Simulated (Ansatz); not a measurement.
Consider an atomisation energy of CH6GeOTe, SMILES [GeH3][O]C[TeH] (the Python package of Ansatz (0.2.0)).

The script, `tae.py`:
```python
# -*- coding: utf-8 -*-
"""Energy to split CH6GeOTe into its atoms."""

from collections import Counter
import logging
import sys

import ansatz

logging.basicConfig(stream=sys.stdout, format="%(levelname)s %(message)s")
logger = logging.getLogger("ch6geote")
logger.setLevel(logging.INFO)


def total_energy(molecule, charge=0, unpaired=0):
    calc = (
        molecule.calculation()
        .basis(gaussian="def2-SVP")
        .functional("b3lyp")
    )
    if charge:
        calc = calc.charge(charge)
    if unpaired:
        calc = calc.spin("collinear", total=unpaired)
    report = calc.run(threads=1).report
    if report["published_state_doubts"]:
        print("  doubts:", report["published_state_doubts"])
    return report["free_energy_ev"]

GEOMETRY = """
Ge    0.36440    1.52350    0.41620
O     0.62270   -0.20780    0.39380
C    -0.55730   -0.83280   -0.11840
Te   -0.11790   -2.93890   -0.13960
H     0.03060    2.05160   -1.05580
H     1.56520    2.31990    0.95080
H    -0.87270    1.88580    1.31780
H    -0.69840   -0.49670   -1.15550
H    -1.39900   -0.62640    0.59350
H     1.14560   -2.72940   -1.19980
"""


def main():
    ch6geote = ansatz.Crystal.molecule()
    for line in GEOMETRY.strip().splitlines():
        symbol, *xyz = line.split()
        ch6geote = ch6geote.atom(symbol, [float(v) for v in xyz])

    # Hund ground states
    unpaired = {"Ge": 2, "O": 2, "C": 2, "Te": 2, "H": 1}
    counts = Counter(site.symbol for site in ch6geote.cartesian_sites)
    atom_energy = {s: total_energy(ansatz.Crystal.molecule().atom(s, (0, 0, 0)), 0, unpaired[s]) for s in counts}
    whole = total_energy(ch6geote, 0, 0)
    for s, e in atom_energy.items():
        logger.info(f"{s:2s} x{counts[s]}  {e:14.5f} eV")
    logger.info(f"CH6GeOTe: {whole:.5f} eV")
    split = sum(counts[s] * e for s, e in atom_energy.items()) - whole
    logger.info(f"atomisation energy (no zero-point term): {split:.3f} eV, {split / sum(counts.values()):.3f} eV an atom")


if __name__ == "__main__":
    main()
```

What does it cost to take this molecule apart into atoms?

30.438 eV from the electronic energies, without the zero-point term.

What the script printed:

Running `python tae.py` prints:
```text
INFO Ge x1    -56509.99329 eV
INFO O  x1     -2040.87461 eV
INFO C  x1     -1028.97301 eV
INFO Te x1     -7294.40193 eV
INFO H  x6       -13.63995 eV
INFO CH6GeOTe: -66986.52074 eV
INFO atomisation energy (no zero-point term): 30.438 eV, 3.044 eV an atom
```

Notes:
- Total energies depend on the basis set; only differences at equal settings carry meaning.
- The geometry is a force-field or estimated start, not a minimum of this method, and the basis set is short of its limit. All parts are taken at fixed geometry, without zero-point energy.
- def2 sets replace the cores of elements past krypton by effective core potentials.
- b3lyp holds the VWN-RPA fit, as in Gaussian; the form of ORCA and Turbomole is b3lyp5.
- The spin-orbit lowering of heavy atoms is left out.
- Hardware and time: 14 s on 1 thread of Arm Neoverse N1 (shared host), peak memory 0.34 GiB.
